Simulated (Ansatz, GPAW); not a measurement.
SrO: PBE in single-zeta orbitals, run from Python

These are simulated results from GPAW 26.7.0, not measurements. The cell was built from a prototype and was relaxed with r2SCAN in plane waves (Ansatz 0.2.0). Not every such cell is a known phase. All runs are without spin polarisation.

The symmetry is Fm-3m (No. 225, cubic); a = 5.160 Å in the conventional setting, 17.17 Å³ an atom. Sr has 6 O at 2.58 Å; O has 6 Sr at 2.58 Å.

The basis is minimal: single zeta, one radial function for each shell that the log's basis lists. It describes the filled bands fairly and the empty ones poorly.

run.py reads:

```python
import json
from ase import Atoms
from gpaw import GPAW, PW, FermiDirac

atoms = Atoms(['Sr', 'O'],
              cell=[[0.0, 2.579892, 2.579892], [2.579892, 0.0, 2.579892], [2.579892, 2.579892, -0.0]],
              scaled_positions=[[0.0, -0.0, -0.0], [0.5, 0.5, 0.5]],
              pbc=True)
calc = GPAW(mode='lcao', basis='sz(dzp)', h=0.2, xc='PBE', kpts={'size': (6, 6, 6), 'gamma': True},
            occupations=FermiDirac(0.02), maxiter=100, legacy_gpaw=True, txt='gpaw.txt')
atoms.calc = calc
res = {'energy': atoms.get_potential_energy(force_consistent=True)}
res['electrons'] = calc.get_number_of_electrons()
res['k'] = calc.get_ibz_k_points().tolist()
res['levels'] = [calc.get_eigenvalues(kpt=i).tolist() for i in range(len(res['k']))]
points = [[0.0, 0.0, 0.0], [0.5, 0.0, 0.5], [0.625, 0.25, 0.625], [0.375, 0.375, 0.75], [0.5, 0.5, 0.5], [0.5, 0.25, 0.75], [0.0, 0.5, 0.5]]
bands = calc.fixed_density(kpts=points, symmetry='off', txt='bands.txt')
res['points'] = [bands.get_eigenvalues(kpt=i).tolist() for i in range(len(points))]
json.dump(res, open('results.json', 'w'))
print('free energy (eV):', round(res['energy'], 5))
```

Command: `python run.py`. It took 46 s on 1 thread of Arm Neoverse V2 (shared host), peak memory 0.16 GiB.

The log gpaw.txt, trimmed of paths, versions and times, then the last line on the terminal. An iter line gives the energy in eV and the logarithms of the changes of orbitals (plane waves alone) and density (c: converged):

```
___ ___ ___ _ _ _
 |   |   |_  | | | |

 | | | | | . | | | |

 |__ |  _|___|_____|  26.7.0
 |___|_|

Input parameters:
  basis: sz(dzp)
  h: 0.2
  kpts: {gamma: True,
         size: (6, 6, 6)}
  maxiter: 100
  mode: lcao
  occupations: {fixmagmom: False,
                name: fermi-dirac,
                width: 0.02}
  xc: PBE

System changes: positions, numbers, cell, pbc, initial_charges, initial_magmoms

Initialize ...

species:
  Sr:
    name:    Strontium
    Z:       38.0
    valence: 10
    core:    28
    charge:  0.0  # [|e|]
    compensation charges:
      type: gauss
      rc: 0.40  # [Å]
      lmax: 2
    cutoffs:
      filter: 2.39  # [Å]
      core: 1.85  # [Å]
    projectors
    | kind |    occ | energy [eV] | rcut [Å] |

    |------|--------|-------------|----------|

    |   4s |  2.000 |     -40.883 |    1.291 |

    |   5s |  2.000 |      -3.525 |    1.291 |

    |   4p |  6.000 |     -22.826 |    1.291 |

    |    p |        |       4.386 |    1.291 |

    |    d |        |       0.000 |    1.254 |

    LCAO basis set for Sr:
      Name: sz(dzp)
      Number of radial functions: 5
      Number of spherical harmonics: 13
        l=0, rc=4.2969 Bohr: 4s-sz confined orbital
        l=0, rc=11.4688 Bohr: 5s-sz confined orbital
        l=1, rc=5.0781 Bohr: 4p-sz confined orbital
        l=1, rc=14.8281 Bohr: 5p-sz confined orbital
        l=2, rc=11.1875 Bohr: 4d-sz confined orbital
      Number of RI-basis functions 0

  O:
    name:    Oxygen
    Z:       8.0
    valence: 6
    core:    2
    charge:  0.0  # [|e|]
    compensation charges:
      type: gauss
      rc: 0.21  # [Å]
      lmax: 2
    cutoffs:
      filter: 1.17  # [Å]
      core: 0.83  # [Å]
    projectors
    | kind |    occ | energy [eV] | rcut [Å] |

    |------|--------|-------------|----------|

    |   2s |  2.000 |     -23.961 |    0.688 |

    |   2p |  4.000 |      -9.029 |    0.598 |

    |    s |        |       3.251 |    0.688 |

    |    p |        |      18.182 |    0.598 |

    |    d |        |       0.000 |    0.619 |

    LCAO basis set for O:
      Name: sz(dzp)
      Number of radial functions: 2
      Number of spherical harmonics: 4
        l=0, rc=4.3438 Bohr: 2s-sz confined orbital
        l=1, rc=5.3906 Bohr: 2p-sz confined orbital
      Number of RI-basis functions 0

Reference energy: -88537.622309  # eV

Spin-paired calculation

Convergence criteria:
 Maximum [total energy] change in last 3 cyles: 0.0005 eV / valence electron
 Maximum integral of absolute [dens]ity change: 0.0001 electrons / valence electron
 Maximum integral of absolute [eigenst]ate change: 4e-08 eV^2 / valence electron
 Maximum number of scf [iter]ations: 100
 (Square brackets indicate name in SCF output, whereas a 'c' in
 the SCF output indicates the quantity has converged.)

Symmetries present (total): 48

  ( 1  0  0)  ( 1  0  0)  ( 1  0  0)  ( 1  0  0)  ( 1  0 -1)  ( 1  0 -1)
  ( 1  0 -1)  ( 1 -1  0)  ( 0  1  0)  ( 0  0  1)  ( 1  0  0)  ( 1 -1  0)
  ( 1 -1  0)  ( 1  0 -1)  ( 0  0  1)  ( 0  1  0)  ( 1 -1  0)  ( 1  0  0)

  ( 1  0 -1)  ( 1  0 -1)  ( 1 -1  0)  ( 1 -1  0)  ( 1 -1  0)  ( 1 -1  0)
  ( 0  1 -1)  ( 0  0 -1)  ( 1  0  0)  ( 1  0 -1)  ( 0 -1  1)  ( 0 -1  0)
  ( 0  0 -1)  ( 0  1 -1)  ( 1  0 -1)  ( 1  0  0)  ( 0 -1  0)  ( 0 -1  1)

  ( 0  1  0)  ( 0  1  0)  ( 0  1  0)  ( 0  1  0)  ( 0  1 -1)  ( 0  1 -1)
  ( 1  0  0)  ( 0  1 -1)  ( 0  0  1)  (-1  1  0)  ( 1  0 -1)  ( 0  1  0)
  ( 0  0  1)  (-1  1  0)  ( 1  0  0)  ( 0  1 -1)  ( 0  0 -1)  (-1  1  0)

  ( 0  1 -1)  ( 0  1 -1)  ( 0  0  1)  ( 0  0  1)  ( 0  0  1)  ( 0  0  1)
  ( 0  0 -1)  (-1  1  0)  ( 1  0  0)  ( 0  1  0)  ( 0 -1  1)  (-1  0  1)
  ( 1  0 -1)  ( 0  1  0)  ( 0  1  0)  ( 1  0  0)  (-1  0  1)  ( 0 -1  1)

  ( 0  0 -1)  ( 0  0 -1)  ( 0  0 -1)  ( 0  0 -1)  ( 0 -1  1)  ( 0 -1  1)
  ( 1  0 -1)  ( 0  1 -1)  ( 0 -1  0)  (-1  0  0)  ( 1 -1  0)  ( 0  0  1)
  ( 0  1 -1)  ( 1  0 -1)  (-1  0  0)  ( 0 -1  0)  ( 0 -1  0)  (-1  0  1)

  ( 0 -1  1)  ( 0 -1  1)  ( 0 -1  0)  ( 0 -1  0)  ( 0 -1  0)  ( 0 -1  0)
  ( 0 -1  0)  (-1  0  1)  ( 1 -1  0)  ( 0  0 -1)  ( 0 -1  1)  (-1  0  0)
  ( 1 -1  0)  ( 0  0  1)  ( 0 -1  1)  (-1  0  0)  ( 1 -1  0)  ( 0  0 -1)

  (-1  1  0)  (-1  1  0)  (-1  1  0)  (-1  1  0)  (-1  0  1)  (-1  0  1)
  ( 0  1  0)  ( 0  1 -1)  (-1  0  1)  (-1  0  0)  ( 0  0  1)  ( 0 -1  1)
  ( 0  1 -1)  ( 0  1  0)  (-1  0  0)  (-1  0  1)  ( 0 -1  1)  ( 0  0  1)

  (-1  0  1)  (-1  0  1)  (-1  0  0)  (-1  0  0)  (-1  0  0)  (-1  0  0)
  (-1  1  0)  (-1  0  0)  ( 0  0 -1)  ( 0 -1  0)  (-1  1  0)  (-1  0  1)
  (-1  0  0)  (-1  1  0)  ( 0 -1  0)  ( 0  0 -1)  (-1  0  1)  (-1  1  0)

216 k-points: 6 x 6 x 6 Monkhorst-Pack grid + [1/12,1/12,1/12]
16 k-points in the irreducible part of the Brillouin zone
       k-points in crystal coordinates                weights
   0:     0.00000000    0.00000000    0.00000000          1/216
   1:     0.16666667    0.16666667    0.00000000          6/216
   2:     0.16666667    0.16666667    0.16666667          8/216
   3:     0.33333333    0.16666667    0.16666667         12/216
   4:     0.33333333    0.33333333   -0.33333333         12/216
   5:     0.33333333    0.33333333    0.00000000          6/216
   6:     0.33333333    0.33333333    0.16666667         24/216
   7:     0.33333333    0.33333333    0.33333333          8/216
   8:     0.50000000    0.33333333   -0.33333333         24/216
   9:     0.50000000    0.33333333   -0.16666667         12/216
          ...
  15:     0.50000000    0.50000000    0.50000000          4/216

Wave functions: LCAO
  Diagonalizer: Serial LAPACK
  Atomic Correction: dense with blas
  Data-type: complex

Occupation numbers: Fermi-Dirac:
  width: 0.0200  # eV

Eigensolver
   LCAO using direct dense diagonalizer

Densities:
  Coarse grid: 16*16*16 grid
  Fine grid: 32*32*32 grid
  Total Charge: 0.000000

Density mixing:
  Method: separate
  Backend: msr1
  Linear mixing parameter: 0.05
  old densities: 10
  Width of damping distribution: 1.1
  Damping of long wavelength oscillations: 20

Hamiltonian:
  XC and Coulomb potentials evaluated on a 32*32*32 grid
  Using the PBE Exchange-Correlation functional
  Interpolation: tri-quintic (5. degree polynomial)
  Poisson solver: FastPoissonSolver using
    Stencil: 12*3+1=37 point O(h^6) finite-difference Laplacian
    FFT axes: [np.int64(0), np.int64(1), np.int64(2)]
    FST axes: []

XC parameters: PBE with 2 nearest neighbor stencil

Memory estimate:
  Process memory now: 110.67 MiB
  Calculator: 19.00 MiB
    Density: 6.90 MiB
      Arrays: 0.81 MiB
      Localized functions: 5.47 MiB
      Mixer: 0.62 MiB
    Hamiltonian: 1.00 MiB
      Arrays: 0.53 MiB
      XC: 0.00 MiB
      Poisson: 0.00 MiB
      vbar: 0.47 MiB
    Wavefunctions: 11.09 MiB
      C [qnM]: 0.04 MiB
      S, T [2 x qmm]: 0.14 MiB
      P [aqMi]: 0.01 MiB
      BasisFunctions: 10.91 MiB
      Eigensolver: 0.00 MiB

Total number of cores used: 1

Number of atoms: 2
Number of atomic orbitals: 17
Number of bands in calculation: 9
Number of valence electrons: 16
Bands to converge: occupied
Positions:
   0 Sr     0.000000    0.000000    0.000000    ( 0.0000,  0.0000,  0.0000)
   1 O      2.579892    2.579892    2.579892    ( 0.0000,  0.0000,  0.0000)

Unit cell:
           periodic     x           y           z      points  spacing
  1. axis:    yes    0.000000    2.579892    2.579892    16     0.1862
  2. axis:    yes    2.579892    0.000000    2.579892    16     0.1862
  3. axis:    yes    2.579892    2.579892   -0.000000    16     0.1862

  Lengths:   3.648518   3.648518   3.648518
  Angles:   60.000000  60.000000  60.000000

Effective grid spacing dv^(1/3) = 0.2032

iter:   1   -12.580254        c
iter:   2   -12.118932        c -0.99
iter:   3   -11.114829        c -1.05
iter:   4   -11.100692        c -1.57
iter:   5   -11.110099        c -1.71
iter:   6   -11.108413        c -2.52
iter:   7   -11.108352c       c -3.06
iter:   8   -11.108322c       c -3.33
iter:   9   -11.108322c       c -4.39c

Converged after 9 iterations.

Energy contributions relative to reference atoms: (reference = -88537.622309)

Kinetic:        +22.806246
Potential:      -19.159338
External:        +0.000000
XC:             -15.230010
Entropy (-ST):   -0.000000
Local:           +0.474780
SIC:             +0.000000
--------------------------
Free energy:    -11.108322
Extrapolated:   -11.108322

Showing only first 2 kpts
 Kpt  Band  Eigenvalues  Occupancy
  0     6      5.33926    2.00000
  0     7      5.37439    2.00000
  0     8      9.23656    0.00000

  1     6      5.21636    2.00000
  1     7      5.23904    2.00000
  1     8     10.30462    0.00000

Fermi level: 6.08618

Gap: 2.985 eV
Transition (v -> c):
  (s=0, k=0, n=7, [0.00, 0.00, 0.00]) -> (s=0, k=12, n=8, [0.50, 0.50, 0.00])
Direct/indirect transitions are different
Direct gap: 3.169 eV
Transition at: (s=0, k=12, n=7, [0.50, 0.50, 0.00])

free energy (eV): -11.10832
```

The gap in the log is over the mesh alone; results.json adds the listed points. PBE in single-zeta orbitals gives a gap of 2.98 eV. On the same cell, plane-wave PBE (Ansatz, 8×8×8 k points and the special points) gives a gap of 3.32 eV and r2SCAN a gap of 3.80 eV; on shared hosts these took about 1.1 and 2.9 core-seconds on the 2-atom cell, against 46 for the script. Semilocal gaps usually lie below measured ones.
